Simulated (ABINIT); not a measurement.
Crystal: MnPt2.

```
Pt Mn
1.0
     2.85840    0.00000    0.00000
    -1.42920    2.47545    0.00000
     0.00000    0.00000    6.53250
Pt Mn
2 1
Direct
  0.66667 0.33333 0.31621
  0.33333 0.66667 0.68379
  0.00000 0.00000 0.00000
```

The cell comes from a database or a generator and needn't be the stable form of this composition.

Base run:

- Program: ABINIT 10.8.3 (patched build)
- Functional: PBE
- Potentials or basis: PseudoDojo NC SR PBE v0.4.1 standard
- Cutoff: 1252 eV
- k mesh: 8 × 8 × 3
- Occupations: fermi-dirac, width 0.05 eV
- Spin: collinear spin, ferromagnetic start
- Starting moments: [0.0, 0.0, 4.0] μB

Its results: pressure -0.5 GPa; net moment 4.52 μB per cell; site moments Pt +0.27; Mn +3.64 μB; largest force 0.040 eV/Å.

**Question.** The run is repeated on the same cell with these changes: k mesh from 8 × 8 × 3 to 12 × 12 × 4, shifted; occupations from fermi-dirac, width 0.05 eV to fermi-dirac, width 0.2 eV. What comes out?

**Answer.** Pressure -1.1 GPa; net moment 4.25 μB per cell; site moments Pt +0.22; Mn +3.51 μB; largest force 0.081 eV/Å.
